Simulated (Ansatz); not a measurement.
**BrH₅O₂Si (built from SMILES O.O[SiH2]Br): search for a transition state**

Wanted: the transition state of a four-centre ligand exchange (form Si1–O7, Br2–H6 and break Si1–Br2, H6–O7). The guess is relaxed with those distances held, a saddle search follows, and vibrations and two downhill relaxations check it.

Program: Ansatz 0.2.0, Gaussian basis. Level of theory: PBE0-D4, def2-SVP first, then def2-TZVP. These are calculated values, not measurements.

152 further runs of the same task are left out: 152 set aside as unsound or not needed.

## Step 1: The starting structure

The guess: 9 atoms, charge 0, spin multiplicity 1.

Atoms are counted from 1 here; the program's logs count them from 0.

Bond lengths: Si1–H3 1.446 Å, Si1–H4 1.442 Å, Si1–O5 1.631 Å, Si1–O7 1.866 Å, O5–H8 0.953 Å, H6–O7 1.029 Å, O7–H9 0.964 Å. Angles: H3–Si1–H4 140.2°, H3–Si1–O5 107.1°, H3–Si1–O7 101.3°, H4–Si1–O5 94.0°, H4–Si1–O7 109.3°, O5–Si1–O7 96.9°, Si1–O5–H8 126.3°, Si1–O7–H6 98.1°, Si1–O7–H9 116.6°, H6–O7–H9 113.4°.

Geometry (Å):

```xyz
9
charge 0, multiplicity 1
Si   -0.57840   -0.17670    0.27330
Br    0.85320   -2.50490   -0.07170
H    -1.37420   -0.71780   -0.80610
H    -0.27970   -0.42450    1.66220
O    -1.10140    1.34510    0.53870
H     1.41100   -0.66080   -0.66740
O     0.99280    0.27790   -0.62400
H    -1.48400    1.93160   -0.10780
H     1.56060    0.93020   -0.19730
```

Distances that are to change: Si1–O7 1.87 Å, Br2–H6 2.02 Å, Si1–Br2 2.75 Å, H6–O7 1.03 Å.

## Step 2: Constrained relaxation of the guess

File hold/in.yaml:

```yaml
crystal:
  periodic: [false, false, false]
  atoms:
    - {symbol: Si, position_ang: [-0.578400, -0.176700, 0.273300]}
    - {symbol: Br, position_ang: [0.853200, -2.504900, -0.071700]}
    - {symbol: H, position_ang: [-1.374200, -0.717800, -0.806100]}
    - {symbol: H, position_ang: [-0.279700, -0.424500, 1.662200]}
    - {symbol: O, position_ang: [-1.101400, 1.345100, 0.538700]}
    - {symbol: H, position_ang: [1.411000, -0.660800, -0.667400]}
    - {symbol: O, position_ang: [0.992800, 0.277900, -0.624000]}
    - {symbol: H, position_ang: [-1.484000, 1.931600, -0.107800]}
    - {symbol: H, position_ang: [1.560600, 0.930200, -0.197300]}
basis:
  gaussian: {orbitals: def2-SVP}
hamiltonian: {xc: pbe0, dispersion: d4}
relax: {f_tol: 0.04, max_steps: 150, escape_saddle: false, constraints: [{distance: [0, 6]}, {distance: [1, 5]}, {distance: [0, 1]}, {distance: [5, 6]}]}
```

Command:

```sh
$ ansatz run in.yaml --threads 4 --pin off --events-out ev --progress --plain --max-ram 9574MiB
```

Further steps of the session: Force constants to start from; Saddle search in the small basis; Saddle search in triple zeta; Checking the order of the point; Relaxing after a step of 0.30 Å one way along the mode; Relaxing after a step of 0.30 Å the other way along the mode.

**Question.** What will these runs give? Wanted: imaginary mode; barrier from the start side; barrier from the end side; energy of the step; pairs that change; zero-point energy at the saddle.

**Answer**, as computed:

```
                       quantity                                                       value
                 imaginary mode                                                   106i cm⁻¹
    barrier from the start side                                                 62.0 kJ/mol
      barrier from the end side                                                 73.2 kJ/mol
             energy of the step                                                -11.3 kJ/mol
              pairs that change  Si1–O7 formed, Br2–H6 formed, Si1–Br2 broken, H6–O7 broken
zero-point energy at the saddle                                                    1.576 eV
```

One imaginary mode, 106i cm⁻¹, makes this a first-order saddle. It joins the planned start and end. At PBE0-D4/def2-TZVP the electronic barrier is 62.0 kJ/mol, about 25 kT at 298 K, and the step runs 11.3 kJ/mol downhill. A step off the saddle overshot and began above it in energy, so the link to its end is likely but not proven. Lower complexes than these ends may exist.
